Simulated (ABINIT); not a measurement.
# BiTe (Fm-3m) in ABINIT: settings compared, part 2 of 3

ABINIT 10.8.3 (patched build). The steps go on from the part before.

### Step 3. Relaxation of cell and atoms, PBE

run.abi

```
# Pseudopotentials
pp_dirpath "./"
pseudos "Bi.GGA_PBE-JTH_sp.xml, Te.GGA_PBE-JTH.xml"

# Structure
acell 8.6454608778 8.6454608778 8.6454608778
rprim
     0.0000000000     0.7071067812     0.7071067812
     0.7071067812     0.0000000000     0.7071067812
     0.7071067812     0.7071067812     0.0000000000
ntypat 2
znucl 83 52
natom 2
typat 1 2
chkprim 0
chksymtnons 0
tolsym 1.0e-6
xred
            0.0            0.0            0.0
            1/2            1/2            1/2

# Plane-wave basis
ecut 15.0
pawecutdg 30.0
pawxcdev 0
ecutsm 0.5

# k points
kptopt 1
ngkpt 5 5 5
nshiftk 1
shiftk 0.0 0.0 0.0

# Exchange and correlation
ixc 11

# Bands and occupations
nband 10
occopt 3
tsmear 0.00183747

# SCF cycle
nstep 80
tolvrs 1.0e-10

# Output
iomode 3
prteig 0
prtebands 0
prtwf 0
prtden 0

# Relaxation
ionmov 2
optcell 2
ntime 50
tolmxf 2.0e-5
dilatmx 1.08
```

Potentials or basis: JTH PAW PBE v2.0 sp.

Run with:

```console
> abinit run.abi > log 2>&1
```

run.abo:

```text
.Version 10.8.3 of ABINIT
 Symmetries : space group Fm -3 m (#225); Bravais cF (face-center cubic)
================================================================================
 Values of the parameters that define the memory need of the present run
     intxc =       0    ionmov =       2      iscf =      17    lmnmax =       8
     lnmax =       4     mgfft =      36  mpssoang =       2    mqgrid =    3001
     natom =       2  nloc_mem =       2    nspden =       1   nspinor =       1
    nsppol =       1      nsym =      48    n1xccc =       1    ntypat =       2
    occopt =       3   xclevel =       2
       mpw =        1607          nfft =       46656          nkpt =          10
 PAW method is used; the additional fine FFT grid is defined by:
   mgfftf=        48    nfftf =    110592
================================================================================
================================================================================

--------------------------------------------------------------------------------
------------- Echo of variables that govern the present computation ------------
--------------------------------------------------------------------------------
 -outvars: echo values of preprocessed input variables --------
            acell      8.6454608778E+00  8.6454608778E+00  8.6454608778E+00 Bohr
              amu      2.08980370E+02  1.27600000E+02
          chkprim           0
      chksymtnons           0
          dilatmx      1.08000000E+00
             ecut      1.50000000E+01 Hartree
           ecutsm      5.00000000E-01 Hartree
           ionmov           2
              ixc          11
         kptrlatt        5    0    0      0    5    0      0    0    5
          kptrlen      4.32273044E+01
            natom           2
            nband          10
            ngfft          36      36      36
          ngfftdg          48      48      48
             nkpt          10
            nstep          80
             nsym          48
            ntime          50
           ntypat           2
           occopt           3
          optcell           2
        pawecutdg      3.00000000E+01 Hartree
         pawxcdev           0
           prtden           0
        prtebands           0
           prteig           0
[... 499 lines left out ...]
 length scales=  8.684514901149  8.684514901149  8.684514901149 bohr
              =  4.595647370318  4.595647370318  4.595647370318 angstroms
 Fermi (or HOMO) energy (hartree) =  -0.24365   Average Vxc (hartree)=  -0.33950
 Eigenvalues (hartree) for nkpt=  10  k points:
 kpt#   1, nband= 10, wtk=  0.00800, kpt=  0.0000  0.0000  0.0000 (reduced coord)
  -0.74090   -0.54847   -0.33709   -0.33709   -0.33709   -0.16511   -0.16511   -0.16511
  -0.07153   -0.07153
      occupation numbers for kpt#   1
   2.00000    2.00000    2.00000    2.00000    2.00000    0.00000    0.00000    0.00000
   0.00000    0.00000
 prteigrs : prtvol=0 or 1, do not print more k-points.

--- !EnergyTerms
iteration_state     : {dtset: 1, itime: 4, icycle: 1, }
comment             : Components of total free energy in Hartree
kinetic             :  4.25966304587447E+00
hartree             :  7.45978645718737E-01
xc                  : -8.25884986493689E+00
Ewald energy        : -1.40476851268480E+01
psp_core            :  5.19825980898119E+00
local_psp           : -3.27697611329956E-01
PAW spherical_terms : -1.58187914760047E+00
internal            : -1.40122102501409E+01
'-kT*entropy'       : -5.55846744243059E-04
total_energy        : -1.40127660968851E+01
total_energy_eV     : -3.81306790636929E+02
...

--- !EnergyTermsDC
iteration_state     : {dtset: 1, itime: 4, icycle: 1, }
comment             : '"Double-counting" decomposition of free energy'
band_energy         : -5.06499347131409E+00
Ewald energy        : -1.40476851268480E+01
psp_core            :  5.19825980898119E+00
xc_dc               : -3.22929431413013E+00
PAW spherical_terms :  3.13150062955293E+00
internal            : -1.40122124737581E+01
'-kT*entropy'       : -5.55846744243059E-04
total_energy_dc     : -1.40127683205023E+01
total_energy_dc_eV  : -3.81306851144635E+02
...

--- !EnergyTermsWithPAWCore
iteration_state     : {dtset: 1, itime: 4, icycle: 1, }
comment             : 'Components of total free energy, including PAW core contributions'
Total energy        : -2.83255166447676E+04
Total energy DC     : -2.83255166469912E+04
Total energy (eV)   : -7.70776574037735E+05
Total energy DC (eV): -7.70776574098243E+05
...

 Cartesian components of stress tensor (hartree/bohr^3)
  sigma(1 1)= -6.45509083E-09  sigma(3 2)=  0.00000000E+00
  sigma(2 2)= -6.45509083E-09  sigma(3 1)=  0.00000000E+00
  sigma(3 3)= -6.45509083E-09  sigma(2 1)=  0.00000000E+00

-Cartesian components of stress tensor (GPa)         [Pressure=  1.8992E-04 GPa]
- sigma(1 1)= -1.89915329E-04  sigma(3 2)=  0.00000000E+00
- sigma(2 2)= -1.89915329E-04  sigma(3 1)=  0.00000000E+00
- sigma(3 3)= -1.89915329E-04  sigma(2 1)=  0.00000000E+00

== END DATASET(S) ==============================================================
================================================================================

 -outvars: echo values of variables after computation  --------
            acell      8.6845149011E+00  8.6845149011E+00  8.6845149011E+00 Bohr
           etotal     -1.4012768321E+01
            fcart     -0.0000000000E+00 -0.0000000000E+00 -0.0000000000E+00
                      -0.0000000000E+00 -0.0000000000E+00 -0.0000000000E+00
            rprim      0.0000000000E+00  7.0710678119E-01  7.0710678119E-01
                       7.0710678119E-01  0.0000000000E+00  7.0710678119E-01
                       7.0710678119E-01  7.0710678119E-01  0.0000000000E+00
           strten     -6.4550908282E-09 -6.4550908299E-09 -6.4550908317E-09
                       0.0000000000E+00  0.0000000000E+00  0.0000000000E+00
           xangst      0.0000000000E+00  0.0000000000E+00  0.0000000000E+00
                       3.2496134195E+00  3.2496134195E+00  3.2496134195E+00
             xred      0.0000000000E+00  0.0000000000E+00  0.0000000000E+00
                       5.0000000000E-01  5.0000000000E-01  5.0000000000E-01
 Calculation completed.
```

It took 20 s on 1 thread of Arm Neoverse V2, shared host; peak memory 0.11 GiB.

What came out:

* Free energy: -381.3069 eV
* Relaxed volume: 34.32 Å³/atom
* Relaxed cell: a = 4.596 Å, b = 4.596 Å, c = 4.596 Å, α = 60.00°, β = 60.00°, γ = 60.00°
* Space group after relaxing (to 0.05 Å): Fm-3m (No. 225)
* Energy gained by relaxing: 1.0 meV/atom
* Ionic steps: 4
* Pressure after relaxing: 0.0 GPa
* Band gap on the k mesh: none (metal or under the smearing width)

Step by step:
```
step  energy change (eV)  largest force (eV/Å)  pressure (GPa)  volume (Å³)
   1              0.0000                0.0000            0.69        67.71
   2             -0.0006                0.0000            0.58        67.85
   3             -0.0020                0.0000            0.01        68.62
   4             -0.0020                0.0000            0.00        68.63
```

Final structure:
```cif
data_structure
_symmetry_space_group_name_H-M 'P 1'
_symmetry_Int_Tables_number 1
_cell_length_a 4.5956
_cell_length_b 4.5956
_cell_length_c 4.5956
_cell_angle_alpha 60.000
_cell_angle_beta 60.000
_cell_angle_gamma 60.000
_cell_volume 68.63
loop_
_atom_site_label
_atom_site_type_symbol
_atom_site_fract_x
_atom_site_fract_y
_atom_site_fract_z
_atom_site_occupancy
Bi1 Bi 0.00000 0.00000 0.00000 1
Te1 Te 0.50000 0.50000 0.50000 1
```

Caveat: spin-orbit coupling is left out, which moves the levels of the heavy elements; this set keeps more shells in the core, which shifts pressures and gaps. Zero-point motion and thermal expansion aren't in these numbers.

### Step 4. Single point, PBE (cell relaxed)

run.abi

```
# Pseudopotentials
pp_dirpath "./"
pseudos "Bi.GGA_PBE-JTH_sp.xml, Te.GGA_PBE-JTH.xml"

# Structure
acell 3*1.0
rprim
     0.0000000000     6.1408793747     6.1408793747
     6.1408793747     0.0000000000     6.1408793747
     6.1408793747     6.1408793747     0.0000000000
ntypat 2
znucl 83 52
natom 2
typat 1 2
xcart
     0.0000000000     0.0000000000     0.0000000000
     6.1408793747     6.1408793747     6.1408793747
chkprim 0
chksymtnons 0
tolsym 1.0e-6

# Plane-wave basis
ecut 15.0
pawecutdg 30.0
pawxcdev 0

# k points
kptopt 1
ngkpt 5 5 5
nshiftk 1
shiftk 0.0 0.0 0.0

# Exchange and correlation
ixc 11

# Bands and occupations
nband 10
occopt 3
tsmear 0.05 eV

# SCF cycle
nstep 100
tolvrs 1.0e-9

# Output
iomode 3
prtwf 0
prtden 0
prteig 0
prtebands 0
enunit 1
prtvol 2
```

Potentials or basis: JTH PAW PBE v2.0 sp.

Run with:

```console
> abinit run.abi > log 2>&1
```

run.abo:

```text
.Version 10.8.3 of ABINIT
 Symmetries : space group Fm -3 m (#225); Bravais cF (face-center cubic)
================================================================================
 Values of the parameters that define the memory need of the present run
     intxc =       0    ionmov =       0      iscf =      17    lmnmax =       8
     lnmax =       4     mgfft =      32  mpssoang =       2    mqgrid =    3001
     natom =       2  nloc_mem =       2    nspden =       1   nspinor =       1
    nsppol =       1      nsym =      48    n1xccc =       1    ntypat =       2
    occopt =       3   xclevel =       2
       mpw =        1307          nfft =       32768          nkpt =          10
 PAW method is used; the additional fine FFT grid is defined by:
   mgfftf=        45    nfftf =     91125
================================================================================
================================================================================

--------------------------------------------------------------------------------
[... 303 lines left out ...]
- sigma(2 2)=  3.25818511E-03  sigma(3 1)=  0.00000000E+00
- sigma(3 3)=  3.25818511E-03  sigma(2 1)=  0.00000000E+00

== END DATASET(S) ==============================================================
================================================================================

 -outvars: echo values of variables after computation  --------
            acell      1.0000000000E+00  1.0000000000E+00  1.0000000000E+00 Bohr
           etotal     -1.4012770751E+01
            fcart     -0.0000000000E+00 -0.0000000000E+00 -0.0000000000E+00
                      -0.0000000000E+00 -0.0000000000E+00 -0.0000000000E+00
            rprim      0.0000000000E+00  6.1408793747E+00  6.1408793747E+00
                       6.1408793747E+00  0.0000000000E+00  6.1408793747E+00
                       6.1408793747E+00  6.1408793747E+00  0.0000000000E+00
           strten      1.1074346094E-07  1.1074346094E-07  1.1074346093E-07
                       0.0000000000E+00  0.0000000000E+00  0.0000000000E+00
           xangst      0.0000000000E+00  0.0000000000E+00  0.0000000000E+00
                       3.2496134178E+00  3.2496134178E+00  3.2496134178E+00
             xred      0.0000000000E+00  0.0000000000E+00  0.0000000000E+00
                       5.0000000000E-01  5.0000000000E-01  5.0000000000E-01
 Calculation completed.
```

Run time: 5.2 s. Hardware: 1 thread of Arm Neoverse V2, shared host; peak memory 0.09 GiB.

What came out:

```yaml
Free_energy: -381.3069 eV
Pressure: 0.0 GPa
Band_gap_on_the_k_mesh: none (metal or under the smearing width)
Valence_electrons_inside_the_program's_atomic_spheres: Bi 3.37; Te 3.07
```

Caveat: spin-orbit coupling is left out, which moves the levels of the heavy elements; this set keeps more shells in the core, which shifts pressures and gaps.

(Continued in part 3 of 3.)
